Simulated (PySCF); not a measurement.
**C2HAlCl2 (AlCl2(CCH)): HF/def2-TZVP (density fitting with cc-pvqz-jkfit)**

Aim: the vertical ionisation energy of C2HAlCl2 (AlCl2(CCH)) at HF/def2-TZVP (density fitting with cc-pvqz-jkfit), from 2 runs. The job is set up through a Python script.

The calculation is run with PySCF 2.14.0.

2 further runs of the same task are left out: 2 set aside as unsound or not needed.

## (1) Starting point

C2HAlCl2 has 6 atoms, charge 0, and is taken as a singlet. As SMILES, `C#[C][Al]([Cl])[Cl]`. Geometry: a GFN2-xTB relaxation, a rough one for these elements and not checked as a minimum.

Bond lengths: Al1–Cl2 2.026 Å, Al1–Cl3 2.027 Å, Al1–C4 1.938 Å, C4–C5 1.209 Å, C5–H6 1.055 Å. Angles: Cl2–Al1–Cl3 122.0°, Cl2–Al1–C4 119.0°, Cl3–Al1–C4 118.9°, Al1–C4–C5 179.9°, C4–C5–H6 179.9°.

## (2) A single-point energy at HF/def2-TZVP (density fitting with cc-pvqz-jkfit)

input.xyz

```xyz
6

Al     0.607070     1.058280     0.009680
Cl     2.632720     1.030540     0.052430
Cl    -0.444300     2.791600    -0.020450
C     -0.356700    -0.622610    -0.003850
C     -0.957480    -1.671150    -0.013890
H     -1.481300    -2.586660    -0.023920
```

calc.py

```python
# AlCl2(CCH)
from pyscf import gto, scf

mol = gto.M(
    atom='input.xyz',
    verbose=3,
    basis='def2-tzvp',
    spin=0,
    charge=0,
    max_memory=1860,
)

mf = scf.RHF(mol)
mf = mf.density_fit(auxbasis='cc-pvqz-jkfit')
mf.conv_tol = 1e-10
mf.kernel()
if not mf.converged:
    mf = mf.newton().run(mf.mo_coeff, mf.mo_occ)

e_final = mf.e_tot
print(f'total energy: {e_final:.8f} hartree')
```

Started as:

```sh
$ OMP_NUM_THREADS=1 python calc.py
```

Output:

```text
converged SCF energy = -1237.405368462
total energy: -1237.40536846 hartree
```

Wall time 6.3 s (1 thread of Arm Neoverse V1, shared host); peak memory 0.28 GiB.

## (3) The doublet cation, same level

calc.py

```python
from pyscf import gto

mol = gto.M(
    atom='''
Al   0.607070   1.058280   0.009680
Cl   2.632720   1.030540   0.052430
Cl  -0.444300   2.791600  -0.020450
C   -0.356700  -0.622610  -0.003850
C   -0.957480  -1.671150  -0.013890
H   -1.481300  -2.586660  -0.023920
''',
    spin=1,
    verbose=3,
    basis='def2-tzvp',
    charge=1,
    max_memory=1860,
)

hf = mol.UHF()
hf = hf.density_fit(auxbasis='cc-pvqz-jkfit')
hf.conv_tol = 1e-10
hf.kernel()
if not hf.converged:
    hf = hf.newton().run(hf.mo_coeff, hf.mo_occ)

etot = hf.e_tot
print('Final energy', etot)
```

Started as:

```sh
$ OMP_NUM_THREADS=1 python calc.py
```

Output:

```text
converged SCF energy = -1237.05735988213  <S^2> = 0.75691155  2S+1 = 2.0068996
Final energy -1237.0573598821275
```

Run time: 19 s. Hardware: 1 thread of Arm Neoverse V1, shared host; peak memory 0.32 GiB.

## (4) Outcome

Level: HF/def2-TZVP (density fitting with cc-pvqz-jkfit).

```
                                          quantity           value
                    singlet C2HAlCl2: total energy  -1237.40537 Eh
                   singlet C2HAlCl2: dipole moment          1.27 D
                     singlet C2HAlCl2: HOMO energy       -11.15 eV
                     singlet C2HAlCl2: LUMO energy         1.51 eV
                   singlet C2HAlCl2: HOMO–LUMO gap        12.67 eV
                      doublet cation: total energy  -1237.05736 Eh
doublet cation: HOMO energy (highest over α and β)       -16.90 eV
 doublet cation: LUMO energy (lowest over α and β)        -8.01 eV
                              doublet cation: ⟨S²⟩           0.757
vertical ionisation energy (to the doublet cation)        9.470 eV
```

What this shows: Removing an electron at fixed nuclei costs 9.47 eV (914 kJ/mol). −ε(HOMO) before ionisation, 11.15 eV, is 1.68 eV above this ionisation energy. Mulliken charges (doublet cation) run from -0.14 on Cl3 to +0.85 on Al1; they depend strongly on the basis.
